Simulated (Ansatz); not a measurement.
# F2H2HfSe2: how energies converge with the basis set

An exercise on one series of results from a longer session: the logs are not shown, and one member is left open.

Method: one geometry, several basis sets; program: Ansatz 0.2.0, Gaussian basis.

The runs, in order: PBE0-D4/def2-SVP; ωB97M-V/def2-SVP; PBE0-D4/def2-QZVPP; ωB97M-V/def2-QZVPP; the functionals' def2-TZVPP values are taken from earlier runs.

## The relaxed structure

The geometry comes from an earlier relaxation with PBE0-D4 in a triple-zeta def2 set; it is a stationary point, not always the lowest conformer. Hf takes the def2 core potential; no spin-orbit term is included.

SMILES `[F][Hf]([F])([SeH])[SeH]`, 7 atoms, charge 0, spin multiplicity 1.

Atoms are counted from 1 here; the program's logs count them from 0.

Bond lengths: F1–Hf2 1.889 Å, Hf2–F3 1.891 Å, Hf2–Se4 2.563 Å, Hf2–Se5 2.572 Å, Se4–H6 1.475 Å, Se5–H7 1.475 Å. Angles: F1–Hf2–F3 110.9°, F1–Hf2–Se4 107.7°, F1–Hf2–Se5 111.2°, F3–Hf2–Se4 112.3°, F3–Hf2–Se5 108.2°, Se4–Hf2–Se5 106.5°, Hf2–Se4–H6 87.1°, Hf2–Se5–H7 88.9°.

Set-up of the first run:

in.yaml reads:

```yaml
crystal:
  periodic: [false, false, false]
  atoms:
    - {symbol: F, position_ang: [0.508317, -2.287445, -0.512175]}
    - {symbol: Hf, position_ang: [0.139180, -0.533562, 0.085394]}
    - {symbol: F, position_ang: [1.183331, -0.103771, 1.601675]}
    - {symbol: Se, position_ang: [-2.374680, -0.385713, 0.563275]}
    - {symbol: Se, position_ang: [0.637016, 1.197410, -1.750568]}
    - {symbol: H, position_ang: [-2.084023, 0.856845, 1.302436]}
    - {symbol: H, position_ang: [2.052059, 1.188337, -1.335636]}
basis:
  gaussian: {orbitals: def2-SVP}
hamiltonian: {xc: pbe0, dispersion: d4}
output: {orbitals: {seedname: orbitals}}
```

The run is started by

```sh
> ansatz run in.yaml --threads 4 --pin off --events-out ev --progress --plain --max-ram 11315MiB
```

Steps of the session up to this table: PBE0-D4 in def2-SVP; ωB97M-V in def2-SVP; PBE0-D4 in def2-QZVPP; ωB97M-V in def2-QZVPP.

One of the session's tables, all rows but one given; the rest of the session is left out.

It belongs to the step «Functionals by basis». 

```
functional       basis  HOMO (eV)  LUMO (eV)
   PBE0-D4    def2-SVP      -7.49      -1.91
   PBE0-D4  def2-TZVPP      -7.52      -1.90
   PBE0-D4  def2-QZVPP      -7.53      -1.91
   ωB97M-V    def2-SVP          ?          ?
   ωB97M-V  def2-TZVPP      -9.63       0.09
   ωB97M-V  def2-QZVPP      -9.64       0.06
```

**Question.** Estimate the row for ωB97M-V, def2-SVP.

**Answer.** HOMO (eV): -9.58; LUMO (eV): 0.11. In the column «HOMO (eV)» it lies between ωB97M-V, def2-TZVPP (-9.63) and PBE0-D4, def2-QZVPP (-7.53).
